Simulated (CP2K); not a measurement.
Runs of CP2K 2026.2 on GaSb3. Symmetry: Fm-3m, No. 225, cubic system. The conventional cell has a = 7.461 Å, b = 7.461 Å, c = 7.461 Å, α = 90.00°, β = 90.00°, γ = 90.00°. Sb (site symmetry m-3m) has 8 Sb at 3.23 Å as nearest neighbours. Around Sb (site symmetry -43m) lie 4 Sb at 3.23 Å and 4 Ga at 3.23 Å. Ga (site symmetry m-3m) is surrounded by 8 Sb at 3.23 Å. The cell comes from a database or a generator and needn't be the stable form of this composition.

```csv
task,level,potentials or basis,smearing,EPS_DEFAULT,NGRIDS,MPI ranks,points a segment of the path (NPOINTS),bands added on the path,gap on the mesh (eV),pressure (GPa)
single point,PBE,"POTENTIAL_UZH Sb GTH-PBE-q5, Ga GTH-PBE-q13; TZVP-MOLOPT-PBE-GTH basis",fermi-dirac 0.05 eV,1.0E-10,5,3,-,-,none,0.6
band structure,PBE,"POTENTIAL_UZH Sb GTH-PBE-q5, Ga GTH-PBE-q13; TZVP-MOLOPT-PBE-GTH basis",fermi-dirac 0.1 eV,1.0E-9,5,3,8,6,none,0.5
band structure,PBEsol,"POTENTIAL_UZH Sb GTH-PBE-q5, Ga GTH-PBE-q13; TZVP-MOLOPT-PBE-GTH basis",fermi-dirac 0.0259 eV,1.0E-9,4,3,10,6,none,(a)
band structure,LDA,"GTH_POTENTIALS Sb GTH-PADE-q5, Ga GTH-PADE-q13; TZVP-MOLOPT-PBE-GTH basis",fermi-dirac 0.0259 eV,1.0E-9,5,3,8,4,none,-3.7
```

Alike in all rows: no spin polarisation; cell as given; k mesh 6 × 6 × 6.

Estimate the missing entries.

(a) -1.2.

Caveats: the basis of atomic orbitals isn't converged, which shifts pressures, moduli and gaps; the potentials were made for another functional, which shifts forces and pressure (some runs).

A k mesh can miss the band edges, and the runs leave out spin-orbit coupling on Ga, Sb.

A gap of «none» marks a metal or a gap under the smearing width.

Not every run made on this cell is shown here.
